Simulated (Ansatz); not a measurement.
**CH₂AlCl₂F: up Jacob's ladder to CCSD(T)**

One table from this session's results is given with a row withheld; the runs are named, their logs left out.

The runs use Ansatz 0.2.0, Gaussian basis; functionals in def2-TZVPP, the program's frozen cores in correlated methods.

Levels to be run: LDA (SPW92), PBE-D4, revPBE-D4, BLYP-D4, r2SCAN-D4, B97M-V, PBE0-D4, B3LYP-D4, r2SCANh-D4, r2SCAN0-D4, HSE06-D4, BHLYP-D4, CAM-B3LYP-D4, LC-ωPBE, ωB97X-V, ωB97M-V, B2PLYP, PBE-QIDH; CCSD(T)/def2-SVP; CCSD(T)/def2-TZVPP; MP2/def2-QZVPP; extrapolation to the limit; RPA on PBE.

**Structure used throughout**

The geometry comes from an earlier relaxation with PBE0-D4 in a triple-zeta def2 set; it is a stationary point, not always the lowest conformer.

7 atoms, charge 0, spin multiplicity 1.

Atoms are counted from 1 here; the program's logs count them from 0.

Bond lengths: F1–C2 1.285 Å, C2–Al3 2.073 Å, C2–Cl4 1.686 Å, Al3–Cl5 2.203 Å, Al3–H6 1.582 Å, Al3–H7 1.581 Å. Angles: F1–C2–Al3 123.2°, F1–C2–Cl4 110.8°, Al3–C2–Cl4 125.2°, C2–Al3–Cl5 74.4°, C2–Al3–H6 109.0°, C2–Al3–H7 108.8°, Cl5–Al3–H6 113.9°, Cl5–Al3–H7 113.9°, H6–Al3–H7 124.9°.

Geometry (Å):

```xyz
7

F    -1.8667   -0.6134    0.5224
C    -0.7687   -0.6636   -0.1437
Al    0.9314    0.3954    0.3915
Cl   -0.9921   -1.4680   -1.6081
Cl   -0.3237    1.8165   -0.7311
H     0.9212    0.6284    1.9558
H     2.1599   -0.1634   -0.4323
```

Set-up of the first run:

in.yaml

```yaml
crystal:
  periodic: [false, false, false]
  atoms:
    - {symbol: F, position_ang: [-1.866685, -0.613411, 0.522361]}
    - {symbol: C, position_ang: [-0.768667, -0.663580, -0.143685]}
    - {symbol: Al, position_ang: [0.931425, 0.395397, 0.391456]}
    - {symbol: Cl, position_ang: [-0.992075, -1.467989, -1.608114]}
    - {symbol: Cl, position_ang: [-0.323690, 1.816543, -0.731149]}
    - {symbol: H, position_ang: [0.921204, 0.628416, 1.955774]}
    - {symbol: H, position_ang: [2.159890, -0.163373, -0.432343]}
basis:
  gaussian: {orbitals: def2-TZVPP}
hamiltonian: {xc: lda}
output: {orbitals: {seedname: orbitals}}
```

The run is started by

```sh
$ ansatz run in.yaml --threads 2 --pin off --events-out ev --progress --plain --max-ram 4352MiB
```

Steps of the session up to this table: LDA; PBE-D4 (GGA); revPBE-D4 (GGA); BLYP-D4 (GGA); r2SCAN-D4 (meta-GGA); B97M-V (meta-GGA); PBE0-D4 (hybrid); B3LYP-D4 (hybrid); r2SCANh-D4 (hybrid); r2SCAN0-D4 (hybrid); HSE06-D4 (hybrid); BHLYP-D4 (hybrid); CAM-B3LYP-D4 (range-separated); LC-ωPBE (range-separated); ωB97X-V (range-separated); ωB97M-V (range-separated); B2PLYP (double hybrid); PBE-QIDH (double hybrid).

One table of the session follows, with a row left open; its other results are not shown here.

It belongs to the step «Orbital energies across the functionals». 

| functional | HOMO (eV) | LUMO (eV) | gap (eV) |
| --- | --- | --- | --- |
| LDA (SPW92) | -6.86 | -4.83 | 2.02 |
| PBE-D4 | -6.80 | -4.59 | 2.21 |
| revPBE-D4 | -6.77 | -4.50 | 2.27 |
| BLYP-D4 | -6.71 | -4.45 | 2.26 |
| r2SCAN-D4 | -7.14 | -4.50 | 2.64 |
| B97M-V | -7.22 | -4.47 | 2.75 |
| PBE0-D4 | -8.09 | -3.73 | 4.37 |
| B3LYP-D4 | ? | ? | ? |
| r2SCANh-D4 | -7.61 | -4.17 | 3.44 |
| r2SCAN0-D4 | -8.31 | -3.65 | 4.66 |
| HSE06-D4 | -7.69 | -4.11 | 3.58 |
| BHLYP-D4 | -9.32 | -2.62 | 6.70 |
| CAM-B3LYP-D4 | -9.48 | -2.60 | 6.88 |
| LC-ωPBE | -10.85 | -1.50 | 9.35 |
| ωB97X-V | -10.50 | -1.50 | 9.00 |
| ωB97M-V | -10.28 | -1.52 | 8.76 |

**Question.** Estimate the row for B3LYP-D4.

Worked estimate for «HOMO (eV)». Against the share of exact exchange, BLYP-D4 (0, -6.71), BHLYP-D4 (0.5, -9.32) give a slope of -5.22 per unit share; at 0.2 the line stands at -7.75.

The run gave: HOMO (eV): -7.90; LUMO (eV): -3.93; gap (eV): 3.97. In «HOMO (eV)» the line misses by +0.15.
